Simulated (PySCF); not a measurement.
**Co²⁺: dipole response in aug-cc-pVTZ**

How polarisable is Co²⁺ at the levels listed below?

The numbers are computed with PySCF 2.14.0 (unrestricted determinants in a Gaussian basis, no spin-orbit coupling in the energies), except any that are marked as measured or tabulated.

## Step 1: The system

```
Element     : cobalt (Z = 27)
Basis       : aug-cc-pVTZ (8s7p5d3f2g, 93 functions)
Hamiltonian : the non-relativistic Hamiltonian (point nucleus)
State 1     : Co²⁺: [Ar] 3d7, high-spin 4F determinant
Methods     : UHF, PBE, PBE0
```

The outer shells:

Co2+ [Ar] 3d7
```
[Ar] core
3d [↑↓][↑↓][↑ ][↑ ][↑ ]
```

The runs were made by one driver on top of PySCF. The scripts below sum up each run's settings (the driver also hands on starting orbitals that pick excited configurations, and frozen orbitals as a list rather than a count), and the logs come from the driver's own runs. The driver starts from symmetry-adapted Hartree-Fock orbitals, holds the occupation by maximum overlap and uses a logarithmic radial grid for functionals, so a plain start would take other cycles.

The integrals over 93 functions and the set-up took 2 s of CPU time.

## Step 2: Co²⁺: the ladder of methods

UHF:

input.py reads:

```python
from pyscf import gto, scf, dft, mp, cc
import basis_set_exchange as bse
mol = gto.M(atom="Co 0 0 0", charge=2, spin=3, symmetry="D2h",
            basis=gto.basis.parse(bse.get_basis("aug-cc-pVTZ", elements=["Co"], fmt="nwchem")))
mf = scf.UHF(mol)
mf.irrep_nelec = {'Ag': (5, 4), 'B1g': (1, 1), 'B2g': (1, 0), 'B3g': (1, 0), 'B1u': (2, 2), 'B2u': (2, 2), 'B3u': (2, 2)}
mf.kernel()
```

Log:

```text
damping factor = 0
level_shift factor = 0
DIIS = <class 'pyscf.scf.diis.CDIIS'>
diis_start_cycle = 1
diis_space = 10
diis_damp = 0
SCF conv_tol = 1e-09
SCF conv_tol_grad = None
number electrons alpha = 14  beta = 11
cycle= 1 E= -1380.60971407319  delta_E= -0.00794  |g|= 0.0364  |ddm|= 0.0357
cycle= 2 E= -1380.60989689383  delta_E= -0.000183  |g|= 0.00615  |ddm|= 0.00792
cycle= 3 E= -1380.60990395851  delta_E= -7.06e-06  |g|= 0.00135  |ddm|= 0.00524
cycle= 4 E= -1380.60990437267  delta_E= -4.14e-07  |g|= 0.000484  |ddm|= 0.00239
cycle= 5 E= -1380.60990451176  delta_E= -1.39e-07  |g|= 0.000102  |ddm|= 0.000704
cycle= 6 E= -1380.60990451742  delta_E= -5.66e-09  |g|= 1.11e-05  |ddm|= 0.000196
cycle= 7 E= -1380.60990451747  delta_E= -5.39e-11  |g|= 1.51e-06  |ddm|= 3.37e-05
converged SCF energy = -1380.60990451747  <S^2> = 3.7541086  2S+1 = 4.0020538
```

It used 20 s of CPU time after the integrals (shared host).

Orbital energies by shell (radii are means over both spins):

| shell | electrons | mean orbital energy (eV) | spread (eV) | rms radius (bohr) |
| --- | --- | --- | --- | --- |
| 1s α | 1 | -7721.5 | 0 | 0.0659 |
| 1s β | 1 | -7721.5 | 0 | 0.0659 |
| 2s α | 1 | -968.78 | 0 | 0.279 |
| 2s β | 1 | -965.95 | 0 | 0.279 |
| 2p α | 3 | -839.66 | 0 | 0.250 |
| 2p β | 3 | -836.89 | 0 | 0.250 |
| 3s α | 1 | -145.51 | 0 | 0.842 |
| 3s β | 1 | -137.82 | 0 | 0.842 |
| 3p α | 3 | -105.24 | 0 | 0.893 |
| 3p β | 3 | -95.956 | 0 | 0.893 |
| 3d α | 5 | -38.334 | 1.461 | 1.12 |
| 3d β | 2 | -34.657 | 0 | 1.12 |

⟨S²⟩ = 3.754, ⟨L²⟩ = 12.03.

The driver then solved the coupled dipole response at imaginary frequencies: mean α = 2.829 bohr³, C₆ = 7.942 au for a like pair.

PBE:

input.py differs from the last one in:

```diff
@@ -4,3 +4,3 @@
             basis=gto.basis.parse(bse.get_basis("aug-cc-pVTZ", elements=["Co"], fmt="nwchem")))
-mf = scf.UHF(mol)
+mf = dft.UKS(mol, xc="PBE")
 mf.irrep_nelec = {'Ag': (5, 4), 'B1g': (1, 1), 'B2g': (1, 0), 'B3g': (1, 0), 'B1u': (2, 2), 'B2u': (2, 2), 'B3u': (2, 2)}
```

Log:

```text
damping factor = 0
level_shift factor = 0
DIIS = <class 'pyscf.scf.diis.CDIIS'>
diis_start_cycle = 1
diis_space = 10
diis_damp = 0
SCF conv_tol = 1e-09
SCF conv_tol_grad = None
number electrons alpha = 14  beta = 11
XC functionals = PBE
    J. P. Perdew, K. Burke, and M. Ernzerhof.,  Phys. Rev. Lett. 77, 3865 (1996)
    J. P. Perdew, K. Burke, and M. Ernzerhof.,  Phys. Rev. Lett. 78, 1396 (1997)
    J. P. Perdew, K. Burke, and M. Ernzerhof.,  Phys. Rev. Lett. 77, 3865 (1996)
    J. P. Perdew, K. Burke, and M. Ernzerhof.,  Phys. Rev. Lett. 78, 1396 (1997)
cycle= 1 E= -1381.56114649232  delta_E= -0.0121  |g|= 0.117  |ddm|= 1.04
cycle= 2 E= -1381.55715732256  delta_E= 0.00399  |g|= 0.207  |ddm|= 0.236
cycle= 3 E= -1381.56379804538  delta_E= -0.00664  |g|= 0.0114  |ddm|= 0.205
cycle= 4 E= -1381.56382320073  delta_E= -2.52e-05  |g|= 0.000272  |ddm|= 0.00599
cycle= 5 E= -1381.56382321695  delta_E= -1.62e-08  |g|= 1.97e-05  |ddm|= 0.00046
cycle= 6 E= -1381.56382321706  delta_E= -1.1e-10  |g|= 6.46e-07  |ddm|= 4.15e-05
converged SCF energy = -1381.56382321706  <S^2> = 3.7512284  2S+1 = 4.0006141
```

CPU time 19 s on a shared host, the integrals not counted.

The driver then solved the coupled dipole response at imaginary frequencies: mean α = 3.620 bohr³, C₆ = 10.41 au for a like pair.

PBE0:

input.py differs from the last one in:

```diff
@@ -4,3 +4,3 @@
             basis=gto.basis.parse(bse.get_basis("aug-cc-pVTZ", elements=["Co"], fmt="nwchem")))
-mf = dft.UKS(mol, xc="PBE")
+mf = dft.UKS(mol, xc="PBE0")
 mf.irrep_nelec = {'Ag': (5, 4), 'B1g': (1, 1), 'B2g': (1, 0), 'B3g': (1, 0), 'B1u': (2, 2), 'B2u': (2, 2), 'B3u': (2, 2)}
```

Log:

```text
damping factor = 0
level_shift factor = 0
DIIS = <class 'pyscf.scf.diis.CDIIS'>
diis_start_cycle = 1
diis_space = 10
diis_damp = 0
SCF conv_tol = 1e-09
SCF conv_tol_grad = None
number electrons alpha = 14  beta = 11
XC functionals = PBE0
    C. Adamo and V. Barone.,  J. Chem. Phys. 110, 6158 (1999)
    M. Ernzerhof and G. E. Scuseria.,  J. Chem. Phys. 110, 5029 (1999)
cycle= 1 E= -1381.60785994756  delta_E= -0.0082  |g|= 0.0501  |ddm|= 0.701
cycle= 2 E= -1381.60760152299  delta_E= 0.000258  |g|= 0.0689  |ddm|= 0.105
cycle= 3 E= -1381.60831145034  delta_E= -0.00071  |g|= 0.00221  |ddm|= 0.079
cycle= 4 E= -1381.60831271782  delta_E= -1.27e-06  |g|= 0.000488  |ddm|= 0.00231
cycle= 5 E= -1381.60831277699  delta_E= -5.92e-08  |g|= 3.25e-05  |ddm|= 0.000613
cycle= 6 E= -1381.60831277735  delta_E= -3.55e-10  |g|= 1.11e-06  |ddm|= 6.33e-05
converged SCF energy = -1381.60831277735  <S^2> = 3.7516764  2S+1 = 4.0008381
```

It used 43 s of CPU time after the integrals (shared host).

The driver then solved the coupled dipole response at imaginary frequencies: mean α = 3.343 bohr³, C₆ = 9.545 au for a like pair.

Radial density 4πr²ρ of Co²⁺ at UHF:

| r (bohr) | density | spin density |
| --- | --- | --- |
| 0.000997 | 0.158 | 0.000 |
| 0.00168 | 0.431 | 0.000 |
| 0.00282 | 1.15 | 0.000 |
| 0.00474 | 2.92 | 0.000 |
| 0.00798 | 6.95 | 0.000 |
| 0.0134 | 14.7 | 0.000 |
| 0.0226 | 25.5 | 0.000 |
| 0.0380 | 32.4 | 0.001 |
| 0.0639 | 28.0 | 0.005 |
| 0.107 | 27.2 | 0.036 |
| 0.181 | 36.5 | 0.232 |
| 0.304 | 21.3 | 1.103 |
| 0.511 | 16.1 | 2.729 |
| 0.860 | 15.7 | 2.724 |
| 1.45 | 3.89 | 0.969 |
| 2.43 | 0.328 | 0.095 |
| 4.09 | 0.00429 | 0.001 |
| 6.88 | 1.02e-05 | 0.000 |

## Step 3: The response side by side

Co²⁺, in atomic units:

| method | mean α | C₆ (like pair) | S(−4) |
| --- | --- | --- | --- |
| UHF | 2.829 | 7.942 | 3.510 |
| PBE | 3.620 | 10.41 | 7.503 |
| PBE0 | 3.343 | 9.545 | 5.844 |

α(iu) at PBE0:

| u (hartree) | α(iu) (bohr³) |
| --- | --- |
| 0 | 3.343 |
| 0.0500 | 3.328 |
| 0.100 | 3.286 |
| 0.200 | 3.136 |
| 0.300 | 2.935 |
| 0.500 | 2.517 |
| 0.750 | 2.087 |
| 1.00 | 1.761 |
| 1.50 | 1.305 |
| 2.00 | 1.007 |
| 3.00 | 0.6512 |
| 5.00 | 0.3367 |

## Step 4: What came out

| quantity | value |
| --- | --- |
| α of Co²⁺ | 2.829 (UHF) to 3.620 (PBE) bohr³ |

What this shows: A single London oscillator with the computed α and C₆ of Co²⁺ at UHF would have ω = 4 C₆ / (3 α²) = 1.32 hartree. All values hold for this basis alone; no basis-set limit was taken.
